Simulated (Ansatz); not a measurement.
**Scandium, beta-Sn type under m-r²SCAN: structure, energy and stiffness**

Aim: take scandium in the beta-Sn type structure, relax it, solve it on a dense k-mesh, then scale the cell to 7 volumes from 88 to 112 % of the relaxed one and try a fit of the equation of state. The start is ferromagnetic. The k-meshes are 11×11×8 for the relaxation; 19×19×17 for the dense run; 13×13×12 for the volumes.

Computed with Ansatz 0.2.0 (DFT m-r2SCAN, plane waves (500 eV) with PAW, scalar-relativistic; the PAW data stem from PBE, with regenerated cores; m-r²SCAN is r²SCAN on the gauge-invariant kinetic-energy density, unless a step says otherwise).

## 1. The system as given

The structure is tetragonal, space group I4_1/amd (No. 141). The conventional cell has a = 5.772 Å, b = 5.772 Å, c = 3.152 Å, α = 90.00°, β = 90.00°, γ = 90.00°. Sc (site symmetry -4m2) is surrounded by 6 Sc at 2.99 to 3.15 Å.

Coordinates:

```
Sc
1.0
    -2.88612    2.88612    1.57582
     2.88612   -2.88612    1.57582
     2.88612    2.88612   -1.57582
Sc
2
Direct
  0.00000 0.00000 0.00000
  0.75000 0.25000 0.50000
```

The atoms start with moments of +1 ×2 μB.

## 2. Relaxing cell and atoms

Contents of input.yaml:

```yaml
crystal:
  lattice:
    - [-2.8861208363, 2.8861208363, 1.5758219766]
    - [2.8861208363, -2.8861208363, 1.5758219766]
    - [2.8861208363, 2.8861208363, -1.5758219766]
  atoms:
    - { symbol: Sc, position: [0.0, 0.0, 0.0], spin: 1.0 }
    - { symbol: Sc, position: [0.75, 0.25, 0.5], spin: 1.0 }
hamiltonian:
  xc: mr2scan
  pseudopotentials:
    kind: paw
    azcp:
      Sc: "pseudopotentials/Sc.paw.azcp"
basis:
  ecutwfc: 500
  fft_grid_basis: typed
kpoints:
  mp_grid: { grid: [11, 11, 8], shift: [0, 0, 0] }
magnetization:
  spin_polarized: true
scf:
  occupations: { method: fermi_dirac, width: 0.05 }
relax:
  max_steps: 60
  f_tol: 0.01
  cell: {}
```

Command:

```sh
$ ansatz run input.yaml --threads 2 --pin off --max-ram 6144MiB --backend cpu --events-out ev --progress --plain --runs-dir out
```

Further steps of the session: Dense single point; Volume × 0.88; Volume × 0.92; Volume × 0.96; Volume × 1.0; Volume × 1.04; Volume × 1.08; Volume × 1.12.

Q: Predict the outcome of this session. Wanted: space group; conventional cell; volume; shortest distance; gap on the mesh; magnetic state; V₀, B₀, B₀′.

**Answer**, as computed:

| quantity | value |
| --- | --- |
| space group (spins left aside) | Fddd (No. 70) |
| conventional cell | a = 3.091 Å, b = 6.022 Å, c = 10.671 Å |
| volume | 24.831 Å³/atom |
| shortest distance | 3.091 Å |
| gap on the mesh | none (levels filled in part) |
| magnetic state | non-magnetic |
| V₀, B₀, B₀′ | 24.814 Å³/atom, 53 GPa, 3.0 |

From the guessed start the volume shrank by 5.4 % in 20 steps. What began as beta-Sn type has relaxed into Fddd. What follows belongs to that structure, not to the type named at the start. The mesh has less symmetry than the lattice, which may have let the distortion in. The moments die out: the run ends non-magnetic. Levels at the Fermi energy are filled in part, as in a metal. The fitted modulus is 53 GPa; letting shape and positions relax at each volume could only lower it.
